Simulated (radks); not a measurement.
# Sr²⁺ in [Kr]: an all-electron calculation

An exercise on one series of results from a longer session: the logs are not shown, and one member is left open.

Method: scalar-relativistic Kohn-Sham, exchange-only LDA, spin-polarised, spherical densities, finite nucleus. Code: radks (a radial shooting solver on a logarithmic mesh, Libxc functionals) version 1.

**The atom as given**

| Property | Result |
| --- | --- |
| element | strontium (Z = 38) |
| charge | +2 |
| electrons | 36 |
| configuration | [Kr] |
| nuclear rms radius | 4.224 fm |

The outer shells:

Sr²⁺
```
[Ar] core
3d [↑↓][↑↓][↑↓][↑↓][↑↓]
4s [↑↓]
4p [↑↓][↑↓][↑↓]
```

Set-up of the first run:

The run's settings:

```text
Z 38
configuration [Kr] 5s0 4d0 5p0 4f0
relativity scalar-relativistic
functional lda,
spin polarised
nucleus finite rms 4.224 fm
c 137.035999084
```

Among the steps run: Self-consistent calculation.

One of the session's tables, all rows but one given; the rest of the session is left out.

It belongs to the step «Orbitals and density». From the orbitals of this run (lengths in bohr):

```
level      <r>  outermost maximum (interpolated)  90 % within  nodes
   1s  0.03921                            0.0256       0.0702      0
   2s   0.1727                             0.145        0.267      1
   2p   0.1505                             0.116        0.245      0
   3s   0.4932                             0.436        0.732      2
   3p   0.4994                             0.431        0.759      1
   3d   0.4989                             0.376        0.810      0
   4s    1.353                              1.19         1.99      3
   4p    1.555                              1.32         2.33      2
   5s    3.551                              3.19         5.13      4
   4d    2.488                              1.95         3.92      1
   5p    4.338                              3.87         6.32      3
   4f        ?                                 ?            ?      ?
```

Q: Estimate the row for 4f from the others.

**Answer.** <r>: 7.810; outermost maximum (interpolated): 6.85; 90 % within: 11.7; nodes: 0. In the column «<r>» it is the highest.
